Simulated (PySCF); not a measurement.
# C4HF2O−: magnetic properties

Aim: compute the magnetic properties of C4HF2O− (`C#CC([O-])=C(F)F`).

Computed with PySCF 2.14.0 and routines of our own; the level stands in each step. Atoms count from 0.

## (1) The system as given

8 atoms, charge -1, multiplicity 1; geometry from: GFN2-xTB.

## (2) Magnetic properties: GIAO HF/aug-pcSseg-1

The job: settings as JSON, then the geometry in Å.

```
{"job": {"kind": "mag", "xc": "HF", "basis": "aug-pcSseg-1", "isotopologues": 2}, "charge": -1, "multiplicity": 1}
C      1.879710    -0.654809     1.085838
C      0.767022    -0.487715     0.664022
C     -0.594863    -0.466261     0.147389
O     -1.191235    -1.555503    -0.085346
C     -1.062292     0.798378    -0.024013
F     -2.298979     1.176864    -0.489868
F     -0.349331     1.950991     0.255086
H      2.859024    -0.752532     1.457163
```

With the program's defaults for keys left out, this is: GIAO HF/aug-pcSseg-1 magnetisability, rotational g tensor and spin-rotation constants, non-relativistic, gas phase.

On the command line:

```sh
OMP_NUM_THREADS=1 python excited_run.py task.json out
```

The driver reads the jobs from task.json and runs them one after another.

Output:

```text
final grid: 84624 points
cycle   1  E = -425.4060157798  dE =  1.419e+00  |g| = 1.020e+00  |ddm| = 4.865e+00
cycle   2  E = -425.4984023199  dE = -9.239e-02  |g| = 8.817e-01  |ddm| = 3.076e+00
cycle   3  E = -425.6407197554  dE = -1.423e-01  |g| = 9.526e-02  |ddm| = 1.454e+00
cycle   4  E = -425.6441928466  dE = -3.473e-03  |g| = 4.352e-02  |ddm| = 2.824e-01
cycle   5  E = -425.6447885563  dE = -5.957e-04  |g| = 1.348e-02  |ddm| = 9.244e-02
cycle   6  E = -425.6449166026  dE = -1.280e-04  |g| = 5.572e-03  |ddm| = 5.510e-02
cycle   7  E = -425.6449456627  dE = -2.906e-05  |g| = 2.763e-03  |ddm| = 3.201e-02
cycle   8  E = -425.6449510753  dE = -5.413e-06  |g| = 1.136e-03  |ddm| = 1.117e-02
cycle   9  E = -425.6449522352  dE = -1.160e-06  |g| = 4.957e-04  |ddm| = 4.082e-03
cycle  10  E = -425.6449525609  dE = -3.258e-07  |g| = 1.962e-04  |ddm| = 2.278e-03
cycle  11  E = -425.6449526190  dE = -5.806e-08  |g| = 8.495e-05  |ddm| = 9.408e-04
cycle  12  E = -425.6449526294  dE = -1.046e-08  |g| = 4.279e-05  |ddm| = 4.482e-04
cycle  13  E = -425.6449526314  dE = -1.997e-09  |g| = 1.453e-05  |ddm| = 2.138e-04
cycle  14  E = -425.6449526316  dE = -1.739e-10  |g| = 6.216e-06  |ddm| = 5.706e-05
converged SCF energy = -425.6449526316

Magnetisability tensor (1e-30 J/T^2)
     -880.38      -38.22        9.78
      -38.22     -864.64      -14.21
        9.78      -14.21     -903.33
isotropic -882.78   principal values    -911.94   -906.94   -829.48
isotropic susceptibility -53.163 1e-6 cm^3/mol

Inertial axes            a          b          c
rot. const./GHz      4.3802     2.1813     1.4561
chi total           -50.324    -54.547    -54.617
chi diamagnetic    -328.980   -585.549   -840.846
chi paramagnetic    278.656    531.002    786.229
quadrupole/D A        2.504    -12.132      9.629
g nuclear            0.4990     0.5202     0.5132
g electronic        -0.5734    -0.5442    -0.5379
g total             -0.0744    -0.0239    -0.0247

Spin-rotation constants (kHz, H = +C I.J)
atom  isotope        aa         bb         cc
  5    19F        3.522      0.736      1.367
  6    19F       -0.472      1.439      1.735
  7     1H        0.074     -0.179     -0.150
  0    13C*       0.742      0.475      0.412
  1    13C*       0.122      0.694      0.588
  2    13C*       1.727      0.643      0.291
  3    17O*      -0.755     -0.699     -0.004
  4    13C*       1.754      1.017      0.370
* in the singly substituted isotopologue

Isotopologues: g along a, b, c
13C   at 0                 -0.0744    -0.0232    -0.0242
13C   at 1                 -0.0745    -0.0237    -0.0245
```

Wall time 7.5 s (1 thread of Arm Neoverse V2, shared host); peak memory 0.78 GiB.

In short:

| quantity | value |
| --- | --- |
| magnetisability | -883·10⁻³⁰ J/T² |
| molar susceptibility | -53.2·10⁻⁶ cm³/mol |
| rotational g (a, b, c) | -0.0744, -0.0239, -0.0247 |

## (3) Magnetic properties: GIAO BP86/6-31++G**

The job, as its differences from that of step 2:

```diff
@@ -1,2 +1,2 @@
-{"job": {"kind": "mag", "xc": "HF", "basis": "aug-pcSseg-1", "isotopologues": 2}, "charge": -1, "multiplicity": 1}
+{"job": {"kind": "mag", "xc": "BP86", "basis": "6-31++G**", "scf": {"aux": "def2-qzvpp-jkfit"}}, "charge": -1, "multiplicity": 1}
 C      1.879710    -0.654809     1.085838
```

Level: GIAO BP86/6-31++G** magnetisability, rotational g tensor and spin-rotation constants, non-relativistic, gas phase.

Output:

```text
final grid: 84624 points
cycle   1  E = -427.5877362246  dE =  1.154e+00  |g| = 1.134e+00  |ddm| = 1.846e+01
cycle   2  E = -422.1450439989  dE =  5.443e+00  |g| = 3.873e+00  |ddm| = 6.470e+02
cycle   3  E = -427.7337304223  dE = -5.589e+00  |g| = 7.652e-01  |ddm| = 6.352e+02
cycle   4  E = -427.7752726493  dE = -4.154e-02  |g| = 6.644e-01  |ddm| = 9.557e+00
cycle   5  E = -427.8614163548  dE = -8.614e-02  |g| = 2.875e-01  |ddm| = 3.926e+00
cycle   6  E = -427.8798631437  dE = -1.845e-02  |g| = 7.331e-02  |ddm| = 1.152e+00
cycle   7  E = -427.8813120388  dE = -1.449e-03  |g| = 2.147e-02  |ddm| = 9.669e-01
cycle   8  E = -427.8813937924  dE = -8.175e-05  |g| = 7.537e-03  |ddm| = 1.624e-01
cycle   9  E = -427.8814026407  dE = -8.848e-06  |g| = 3.378e-03  |ddm| = 4.711e-02
cycle  10  E = -427.8814051720  dE = -2.531e-06  |g| = 8.599e-04  |ddm| = 2.025e-02
cycle  11  E = -427.8814053148  dE = -1.428e-07  |g| = 3.467e-04  |ddm| = 5.996e-03
cycle  12  E = -427.8814053392  dE = -2.445e-08  |g| = 1.547e-04  |ddm| = 4.215e-03
cycle  13  E = -427.8814053419  dE = -2.676e-09  |g| = 1.262e-04  |ddm| = 3.601e-03
cycle  14  E = -427.8814053458  dE = -3.942e-09  |g| = 2.451e-05  |ddm| = 1.133e-03
cycle  15  E = -427.8814053460  dE = -1.373e-10  |g| = 3.086e-06  |ddm| = 2.517e-04
converged SCF energy = -427.8814053460

Magnetisability tensor (1e-30 J/T^2)
     -813.30      -38.08       11.94
      -38.08     -798.69      -14.13
       11.94      -14.13     -841.20
isotropic -817.73   principal values    -845.62   -844.72   -762.85
isotropic susceptibility -49.245 1e-6 cm^3/mol

Inertial axes            a          b          c
rot. const./GHz      4.3802     2.1813     1.4561
chi total           -46.280    -50.531    -50.924
chi diamagnetic    -328.159   -587.308   -841.703
chi paramagnetic    281.879    536.777    790.779
quadrupole/D A        0.093    -10.161     10.068
g nuclear            0.4990     0.5202     0.5132
g electronic        -0.5800    -0.5501    -0.5410
g total             -0.0811    -0.0298    -0.0278

Spin-rotation constants (kHz, H = +C I.J)
atom  isotope        aa         bb         cc
  5    19F        5.146      1.831      1.566
  6    19F        1.788      1.905      2.050
  7     1H        0.114     -0.166     -0.151
  0    13C*       0.692      0.404      0.350
  1    13C*       0.319      0.668      0.537
  2    13C*       1.583      0.522      0.312
  3    17O*      -0.691     -0.774     -0.042
  4    13C*       1.732      0.983      0.406
* in the singly substituted isotopologue
```

It took 14 s on 1 thread of Arm Neoverse V2, shared host; peak memory 0.45 GiB.

Key values:

| quantity | value |
| --- | --- |
| magnetisability | -818·10⁻³⁰ J/T² |
| molar susceptibility | -49.2·10⁻⁶ cm³/mol |
| rotational g (a, b, c) | -0.0811, -0.0298, -0.0278 |

## (4) The levels compared

| level | ξ (10⁻³⁰ J/T²) | g(a) | g(b) | gap (eV) | functions | time |
| --- | --- | --- | --- | --- | --- | --- |
| GIAO HF/aug-pcSseg-1 | -883 | -0.0744 | -0.0239 | 6.30 | 191 | 7.5 s |
| GIAO BP86/6-31++G** | -818 | -0.0811 | -0.0298 | 2.02 | 132 | 14 s |

## (5) Summary of results

| quantity | value |
| --- | --- |
| magnetisability (step 2, GIAO HF/aug-pcSseg-1) | -883·10⁻³⁰ J/T² |
| molar susceptibility (step 2, GIAO HF/aug-pcSseg-1) | -53.2·10⁻⁶ cm³/mol |
| rotational g (a, b, c) (step 2, GIAO HF/aug-pcSseg-1) | -0.0744, -0.0239, -0.0247 |
| magnetisability over the levels | -883 to -818·10⁻³⁰ J/T² |

What this shows: For an ion, the motion of the centre of mass in the field is left out. The magnetisability spreads by 7.7 % over 2 levels, from GIAO HF/aug-pcSseg-1 (7.5 s) to GIAO BP86/6-31++G** (14 s); the runs took 7.5 s to 14 s. Two levels can agree by chance, so this spread shows no convergence. Vibrational averaging and real surroundings are missing from these values.
